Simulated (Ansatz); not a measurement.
**CH3BClF: molecular dynamics**

Purpose: to follow the molecule's vibrations and see whether its bonds hold. The start is relaxed first. Runs: 300 steps of 0.5 fs under a Nosé-Hoover thermostat at 1000 K. SMILES of the start: CB(F)Cl.

Method: RKS B3LYP-D4/def2-SVP, in Ansatz 0.2.0.

## Step 1: The starting structure

Bond lengths: B1–F2 1.320 Å, B1–C3 1.600 Å, C3–H4 1.110 Å, C3–H5 1.110 Å, C3–H6 1.110 Å, B1–Cl7 1.860 Å. Angles: F2–B1–C3 120.0°, F2–B1–Cl7 120.0°, C3–B1–Cl7 120.0°, B1–C3–H4 109.5°, B1–C3–H5 109.5°, B1–C3–H6 109.5°, H4–C3–H5 109.4°, H4–C3–H6 109.4°, H5–C3–H6 109.4°.

Structure file:

```xyz
7

B     0.0000    0.0000    0.0000
F     0.0000    0.0000    1.3200
C     1.3856    0.0000   -0.8000
H     1.7152   -1.0462   -0.9702
H     1.2491    0.5080   -1.7774
H     2.1552    0.5381   -0.2082
Cl   -1.6108    0.0000   -0.9300
```

## Step 2: Preparing the start

Contents of input.yaml:

```yaml
crystal:
  periodic: [false, false, false]
  atoms:
    - { symbol: B, position_ang: [0.0, 0.0, 0.0] }
    - { symbol: F, position_ang: [0.0, 0.0, 1.32] }
    - { symbol: C, position_ang: [1.3856, 0.0, -0.8] }
    - { symbol: H, position_ang: [1.7152, -1.0462, -0.9702] }
    - { symbol: H, position_ang: [1.2491, 0.508, -1.7774] }
    - { symbol: H, position_ang: [2.1552, 0.5381, -0.2082] }
    - { symbol: Cl, position_ang: [-1.6108, 0.0, -0.93] }
basis:
  gaussian: { orbitals: def2-SVP }
hamiltonian:
  xc: b3lyp
  dispersion: d4
relax:
  f_tol: 0.02
  max_steps: 40
output:
  orbitals: {}
```

Run with:

```console
ansatz run input.yaml --threads 1 --pin off --max-ram 2048MiB --backend cpu --events-out ev --progress --plain --runs-dir out
```

Standard output, cut to the lines that bear on the results:

```text
Warning: RAYON_NUM_THREADS=1 ignored (pool sized by the plan → 1); use --threads N
[...]
Functional definition: B3LYP
[...]
805 factors; integrals over basis functions are off by at most 5.8e-4 eV
[...]
mean field -16997.97613664 eV, -624.6641013795 hartree, gradient 2.3e-5 eV, S^2 0.000000; 0 other end points of the search recorded, 0 dependent functions left out
[...]
reference -16997.97633999 eV, -624.6641088523 hartree; 20, 20 occupied and 55, 55 virtual orbitals, 805 factors
relax step   1: F+E_penalty+E_count = -16998.15711176 eV  Δ(F+E_penalty+E_count) = +0.000e0 eV  max|allowed force component| = 1.317e0 eV/Å  Δτ_max = 0.0000 Å  (25 SCF iters, accepted)
[...]
relax step   6: F+E_penalty+E_count = -16998.28768434 eV  Δ(F+E_penalty+E_count) = -2.248e-3 eV  max|allowed force component| = 4.282e-2 eV/Å  Δτ_max = 0.0155 Å  (30 SCF iters, accepted)
[...]
relax step   7: F+E_penalty+E_count = -16998.28790025 eV  Δ(F+E_penalty+E_count) = -2.159e-4 eV  max|allowed force component| = 1.456e-2 eV/Å  Δτ_max = 0.0136 Å  (30 SCF iters, accepted)
805 factors; integrals over basis functions are off by at most 5.6e-4 eV
[...]
mean field -16998.10472278 eV, -624.6688268330 hartree, gradient 8.6e-6 eV, S^2 0.000000; 1 other end points of the search recorded, 0 dependent functions left out
[...]
reference -16998.10492469 eV, -624.6688342528 hartree; 20, 20 occupied and 55, 55 virtual orbitals, 805 factors
Total energy: -16998.28810215 eV, -624.6755659005 hartree
Atom 0 at     0.002982     0.011846    -0.033797 Å, force    -0.014561     0.006475     0.007301 eV/Å
Atom 1 at    -0.034285    -0.018782     1.288816 Å, force     0.003828    -0.002247     0.001498 eV/Å
Atom 2 at     1.362044     0.029585    -0.799769 Å, force     0.009002    -0.005077    -0.006153 eV/Å
Atom 3 at     1.680038    -1.019091    -0.953527 Å, force    -0.002702     0.002647    -0.001780 eV/Å
Atom 4 at     1.291671     0.493285    -1.793686 Å, force    -0.002187    -0.001944    -0.000631 eV/Å
Atom 5 at     2.154223     0.519847    -0.212437 Å, force    -0.006123     0.000918     0.001856 eV/Å
Atom 6 at    -1.562373    -0.016789    -0.861401 Å, force     0.012744    -0.000772    -0.002091 eV/Å
Dipole moment:     0.279594    -0.009468    -0.153372 e Å
```

Wall time 15 s (1 thread of Intel Xeon 6975P-C (Granite Rapids), shared host); peak memory 0.15 GiB.

Relaxation path:

```
step  energy from step 1 (eV)  largest force component (eV/Å)
   1                   0.0000                          1.3168
   2                  -0.1050                          0.7120
  3x                  -0.1026                          0.7864
   4                  -0.1283                          0.1496
  5x                  -0.1199                          0.6969
   6                  -0.1306                          0.0428
   7                  -0.1308                          0.0146
```

Step 1 is the start. 2 steps were tried and not accepted (marked x).

After: Bond lengths: B1–F2 1.323 Å, B1–C3 1.560 Å, C3–H4 1.107 Å, C3–H5 1.099 Å, C3–H6 1.101 Å, B1–Cl7 1.771 Å. Angles: F2–B1–C3 121.0°, F2–B1–Cl7 116.2°, C3–B1–Cl7 122.7°, B1–C3–H4 107.9°, B1–C3–H5 113.1°, B1–C3–H6 111.7°, H4–C3–H5 107.0°, H4–C3–H6 106.8°, H5–C3–H6 109.9°.

## Step 3: The run

300 steps of 0.5 fs under a Nosé-Hoover thermostat at 1000 K, from the relaxed start.

Contents of input.yaml:

```yaml
crystal:
  periodic: [false, false, false]
  atoms:
    - { symbol: B, position_ang: [0.002982, 0.011846, -0.033797] }
    - { symbol: F, position_ang: [-0.034285, -0.018782, 1.288816] }
    - { symbol: C, position_ang: [1.362044, 0.029585, -0.799769] }
    - { symbol: H, position_ang: [1.680038, -1.019091, -0.953527] }
    - { symbol: H, position_ang: [1.291671, 0.493285, -1.793686] }
    - { symbol: H, position_ang: [2.154223, 0.519847, -0.212437] }
    - { symbol: Cl, position_ang: [-1.562373, -0.016789, -0.861401] }
basis:
  gaussian: { orbitals: def2-SVP }
hamiltonian:
  xc: b3lyp
  dispersion: d4
md:
  timestep: 0.5
  n_steps: 300
  ensemble: nvt_nose_hoover
  temperature: 1000.0
  initial_velocities: maxwell_boltzmann
  seed: 296782
```

Run with:

```console
ansatz run input.yaml --threads 1 --pin off --max-ram 2048MiB --backend cpu --events-out ev --progress --plain --runs-dir out
```

Standard output, cut to the lines that bear on the results:

```text
Warning: RAYON_NUM_THREADS=1 ignored (pool sized by the plan → 1); use --threads N
[...]
[... 1 set-up line as earlier in the session ...]
[...]
804 factors; integrals over basis functions are off by at most 5.8e-4 eV
[...]
mean field -16998.10471963 eV, -624.6688267172 hartree, gradient 2.2e-5 eV, S^2 0.000000; 0 other end points of the search recorded, 0 dependent functions left out
[...]
reference -16998.10492176 eV, -624.6688341454 hartree; 20, 20 occupied and 55, 55 virtual orbitals, 804 factors
md step     0: t =     0.00 fs  T =  1000.0 K  F+E_penalty+E_count = -16998.28789709 eV  E_kin = 0.646300 eV  conserved = -16997.64159709 eV  (25 SCF iters)
[...]
md step    18: t =     9.00 fs  T =   289.5 K  F+E_penalty+E_count = -16997.82302875 eV  E_kin = 0.187099 eV  conserved = -16997.63669157 eV  (31 SCF iters, 3 dispersion substeps)
[...]
md step    36: t =    18.00 fs  T =   668.9 K  F+E_penalty+E_count = -16998.06795223 eV  E_kin = 0.432341 eV  conserved = -16997.64030896 eV  (30 SCF iters, 3 dispersion substeps)
[...]
md step    54: t =    27.00 fs  T =   614.3 K  F+E_penalty+E_count = -16998.02624047 eV  E_kin = 0.397012 eV  conserved = -16997.64023657 eV  (30 SCF iters, 3 dispersion substeps)
[...]
md step    70: t =    35.00 fs  T =   503.4 K  F+E_penalty+E_count = -16997.94423461 eV  E_kin = 0.325345 eV  conserved = -16997.63754793 eV  (26 SCF iters, 3 dispersion substeps)
md step    71: t =    35.50 fs  T =   513.4 K  F+E_penalty+E_count = -16997.95033857 eV  E_kin = 0.331817 eV  conserved = -16997.63768703 eV  (30 SCF iters, 3 dispersion substeps)
```

## Step 4: More of the same log: dynamics from the start

Output, continued, cut to the lines that bear on the results:

```text
md step    72: t =    36.00 fs  T =   556.0 K  F+E_penalty+E_count = -16997.97776073 eV  E_kin = 0.359317 eV  conserved = -16997.63815273 eV  (30 SCF iters, 3 dispersion substeps)
[...]
md step    94: t =    47.00 fs  T =   489.2 K  F+E_penalty+E_count = -16997.91851467 eV  E_kin = 0.316202 eV  conserved = -16997.63845255 eV  (30 SCF iters, 3 dispersion substeps)
[...]
md step   116: t =    58.00 fs  T =   774.3 K  F+E_penalty+E_count = -16998.08130019 eV  E_kin = 0.500418 eV  conserved = -16997.63878070 eV  (30 SCF iters, 3 dispersion substeps)
[...]
md step   138: t =    69.00 fs  T =   549.4 K  F+E_penalty+E_count = -16997.91133532 eV  E_kin = 0.355063 eV  conserved = -16997.63891773 eV  (30 SCF iters, 3 dispersion substeps)
[...]
md step   160: t =    80.00 fs  T =   670.8 K  F+E_penalty+E_count = -16997.95353932 eV  E_kin = 0.433531 eV  conserved = -16997.63918726 eV  (26 SCF iters, 3 dispersion substeps)
md step   161: t =    80.50 fs  T =   675.0 K  F+E_penalty+E_count = -16997.95476385 eV  E_kin = 0.436229 eV  conserved = -16997.63921730 eV  (30 SCF iters, 3 dispersion substeps)
md step   162: t =    81.00 fs  T =   667.2 K  F+E_penalty+E_count = -16997.94806446 eV  E_kin = 0.431189 eV  conserved = -16997.63906717 eV  (30 SCF iters, 3 dispersion substeps)
```

## Step 5: More of the same log: dynamics from the start

Output, continued, cut to the lines that bear on the results:

```text
md step   163: t =    81.50 fs  T =   649.6 K  F+E_penalty+E_count = -16997.93504629 eV  E_kin = 0.419816 eV  conserved = -16997.63891327 eV  (30 SCF iters, 3 dispersion substeps)
[...]
md step   181: t =    90.50 fs  T =   720.1 K  F+E_penalty+E_count = -16997.95406403 eV  E_kin = 0.465381 eV  conserved = -16997.63928870 eV  (30 SCF iters, 3 dispersion substeps)
[...]
md step   199: t =    99.50 fs  T =   749.0 K  F+E_penalty+E_count = -16997.93075283 eV  E_kin = 0.484081 eV  conserved = -16997.63749469 eV  (30 SCF iters, 3 dispersion substeps)
[...]
md step   217: t =   108.50 fs  T =   937.9 K  F+E_penalty+E_count = -16998.01839423 eV  E_kin = 0.606165 eV  conserved = -16997.64021498 eV  (30 SCF iters, 3 dispersion substeps)
[...]
md step   300: t =   150.00 fs  T =   830.2 K  F+E_penalty+E_count = -16997.72023550 eV  E_kin = 0.536553 eV  conserved = -16997.63577416 eV  (26 SCF iters, 3 dispersion substeps)
Total energy: -16997.72044533 eV, -624.6547048970 hartree
Atom 0 at     0.091522     0.071665    -0.059672 Å, force    -3.120039    -1.642636     0.880021 eV/Å
Atom 1 at    -0.082319    -0.322421     1.203598 Å, force     0.824887     0.557375     0.018540 eV/Å
Atom 2 at     1.422965     0.055294    -0.759918 Å, force    -0.039810    -0.397171    -4.426137 eV/Å
Atom 3 at     1.271893     0.272687    -1.965248 Å, force     0.546452    -0.318065     3.007478 eV/Å
Atom 4 at     2.134642     0.716043    -0.339419 Å, force     1.035856     1.258201     0.490712 eV/Å
Atom 5 at     1.919463    -0.939240    -0.707705 Å, force    -0.450143     0.087001     0.145176 eV/Å
Atom 6 at    -1.589959     0.117409    -0.819844 Å, force     1.202798     0.455295    -0.115790 eV/Å
Dipole moment:     0.449775     0.063061    -0.132200 e Å
```

Wall time 8.1 min (1 thread of Intel Xeon 6975P-C (Granite Rapids), shared host); peak memory 0.15 GiB.

## Step 6: The trajectory

One step in 16; energies are changes from step 0:

```
time (fs)  T (K)  potential energy change (meV/atom)  conserved energy change (meV/atom)
      0.0   1000                                 0.0                                0.00
      8.0    338                                61.8                                0.54
     16.0    681                                30.2                                0.27
     24.0    484                                49.5                                0.56
     32.0    667                                33.0                                0.06
     40.0    667                                34.9                                0.45
     48.0    607                                41.9                                0.30
     56.0    734                                32.6                                0.49
     64.0    642                                43.8                                0.29
     72.0    796                                32.2                                0.32
     80.0    671                                47.8                                0.34
     88.0    649                                53.2                                0.44
     96.0    869                                37.4                                0.50
    104.0    715                                56.6                                0.45
    112.0    607                                72.0                                0.72
    120.0   1183                                24.0                                0.14
    128.0    509                                93.1                                0.79
    136.0   1346                                21.6                                0.19
    144.0    813                                78.5                                0.90
    150.0    830                                81.1                                0.83
```

time (fs), T (K) and a bar:
```
      0.0       1000 ####################
      6.5        596 #####
     13.0        521 ###
     19.5        496 ##
     26.0        519 ###
     32.5        704 #########
     39.0        786 ############
     45.5        449 
     52.0        495 ##
     58.5        819 #############
     65.0        692 #########
     71.5        797 #############
     78.5        650 #######
     85.0        531 ###
     91.5        768 ############
     98.0        946 ##################
    104.5        699 #########
    111.0        653 #######
    117.5        730 ##########
    124.0        917 #################
    130.5        908 #################
    137.0       1274 ##############################
    143.5        914 #################
    150.0        830 ##############
```

## Step 7: Positions and forces

Extended XYZ, with forces in eV/Å:

```xyz
7
time_fs=19.0 T=515 dE=0.3231
B     0.007   -0.061   -0.047   -0.746    0.507   -1.290
F     0.007   -0.032    1.244   -0.275   -0.238    1.615
C     1.360    0.030   -0.765    0.854   -1.448    4.301
H     1.955   -0.884   -0.368   -0.534    1.235   -1.028
H     1.324    0.176   -1.767    0.176    0.095   -3.566
H     1.814    0.905   -0.265    0.284    0.009   -0.155
Cl   -1.584    0.006   -0.861    0.242   -0.160    0.124
7
time_fs=37.5 T=756 dE=0.1815
B    -0.018   -0.035   -0.047    1.293   -0.003   -0.150
F    -0.010   -0.074    1.286   -0.280   -0.001   -0.505
C     1.437    0.024   -0.780   -0.767    0.683   -1.318
H     2.244   -0.469   -0.198   -0.379   -0.049   -0.247
H     1.450   -0.276   -1.902   -0.083    0.093    1.778
H     1.738    1.117   -0.833   -0.322   -0.705    0.234
Cl   -1.603    0.018   -0.863    0.537   -0.018    0.207
7
time_fs=56.0 T=734 dE=0.2285
B     0.037    0.021   -0.070   -1.934   -0.242    1.737
F    -0.053   -0.127    1.268    0.346    0.153   -0.752
C     1.360    0.059   -0.775    0.149   -1.527   -2.962
H     2.160   -0.086   -0.114    1.544   -0.228    1.343
H     1.383   -0.854   -1.516   -0.073    1.459    1.072
H     1.582    0.935   -1.389   -0.213    0.264   -0.193
Cl   -1.562    0.028   -0.846    0.181    0.121   -0.245
7
time_fs=75.0 T=975 dE=0.1195
B     0.022    0.030   -0.011   -0.631   -0.435    0.324
F    -0.075   -0.171    1.299    0.440    0.210   -0.212
C     1.325    0.051   -0.840    0.783    2.082    0.933
H     2.227    0.485   -0.330   -0.664   -0.080   -0.084
H     1.606   -0.950   -1.012    0.343   -1.865   -0.558
H     1.189    0.573   -1.789   -0.006   -0.053   -0.281
Cl   -1.531    0.048   -0.855   -0.264    0.141   -0.122
7
time_fs=94.0 T=803 dE=0.2952
B    -0.043   -0.059    0.020    1.825    0.649   -0.894
F    -0.031   -0.192    1.335   -0.261   -0.089   -0.228
C     1.339    0.064   -0.848    0.191    1.273    1.233
H     1.996    1.042   -0.572   -1.565   -2.036   -0.566
H     1.985   -0.807   -0.595   -0.081    0.255   -0.216
H     1.080    0.064   -1.929    0.401    0.065    0.397
Cl   -1.541    0.077   -0.883   -0.510   -0.117    0.273
7
time_fs=112.5 T=662 dE=0.4685
B     0.038   -0.059   -0.002   -2.155   -0.815   -1.001
F     0.002   -0.210    1.278   -0.275    0.015    1.495
C     1.313    0.027   -0.779    2.291   -2.610    1.022
H     1.285    1.076   -0.773    0.728    2.455   -0.820
H     2.240   -0.305   -0.122   -1.649    0.525   -1.483
H     1.246   -0.433   -1.782    0.337    0.447    0.204
Cl   -1.566    0.099   -0.880    0.723   -0.017    0.583
7
time_fs=131.0 T=993 dE=0.3472
B    -0.054   -0.151   -0.092    2.556    1.424    1.781
F    -0.027   -0.232    1.277   -0.332   -0.418   -1.614
C     1.397    0.087   -0.787    0.064   -0.295    0.023
H     1.529    0.919   -1.510   -0.682   -0.082    0.192
H     2.226    0.218   -0.071   -0.421    0.149    0.486
H     1.780   -0.774   -1.342   -0.336   -0.540   -0.357
Cl   -1.572    0.117   -0.843   -0.848   -0.237   -0.510
7
time_fs=150.0 T=830 dE=0.5677
B     0.091    0.072   -0.060   -3.120   -1.643    0.880
F    -0.082   -0.322    1.204    0.825    0.557    0.018
C     1.423    0.055   -0.760   -0.040   -0.397   -4.426
H     1.272    0.273   -1.965    0.546   -0.318    3.007
H     2.135    0.716   -0.339    1.036    1.258    0.491
H     1.919   -0.939   -0.708   -0.450    0.087    0.145
Cl   -1.590    0.117   -0.820    1.203    0.455   -0.116
```

## Step 8: Summary of results

| quantity | value |
| --- | --- |
| relaxation of the start | 4 moves, 0.131 eV lower |
| length | 300 steps of 0.5 fs |
| temperature, first and last step | 1000 and 830 K |
| temperature, second half | mean 836 K, from 507 to 1346 K |
| potential energy, second half | +53 meV/atom from the start |
| largest change of the conserved energy | 0.99 meV/atom |
| bonds formed or broken | 0 |

Against a set 1000 K the second half averages 836 K with a spread of 184 K. The conserved energy strays from its start by at most 0.99 meV/atom, 1.5 % of the mean kinetic energy, which is good for a step of 0.5 fs. No bond forms or breaks. 150 fs on 7 atoms is far too short and small for converged averages. The nuclei move classically, without zero-point motion, which matters most for hydrogen.
